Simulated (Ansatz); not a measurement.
A run of Ansatz 0.2.0:

The input input.yaml:

```yaml
crystal:
  lattice:
    - [3.9012, 0.0, 0.0]
    - [0.0, 3.9012, 0.0]
    - [0.0, 0.0, 3.9012]
  atoms:
    - { symbol: Ta, position: [0.0, 0.0, 0.0] }
    - { symbol: F, position: [0.0, 0.0, 0.5] }
    - { symbol: F, position: [0.0, 0.5, 0.0] }
    - { symbol: F, position: [0.5, 0.0, 0.0] }
hamiltonian:
  xc: pbe
  pseudopotentials: { kind: paw }
kpoints:
  mp_grid: { grid: [7, 7, 7] }
scf:
  occupations: { method: fermi_dirac, width: 0.05 }
output:
  forces: true
  stress: true
  eigenvalues: true
relax:
  f_tol: 0.01
  max_steps: 40
  cell: { stress_tol: 0.05 }
```

Potentials or basis: Ansatz PAW.

Launch:

```console
$ ansatz run input.yaml --threads 2 --pin off --max-ram 5632MiB --backend cpu --events-out ev --progress --plain --runs-dir out
```

Hardware: 2 threads of Arm Neoverse N1, on a shared host.

Q: How long does it take, and how much memory?

A: It took 18 s on 2 threads of Arm Neoverse N1 (shared host), peak memory 0.33 GiB. Counts: scf iterations 64, plane waves 1357, k points 20, bands 21, ion steps 10.
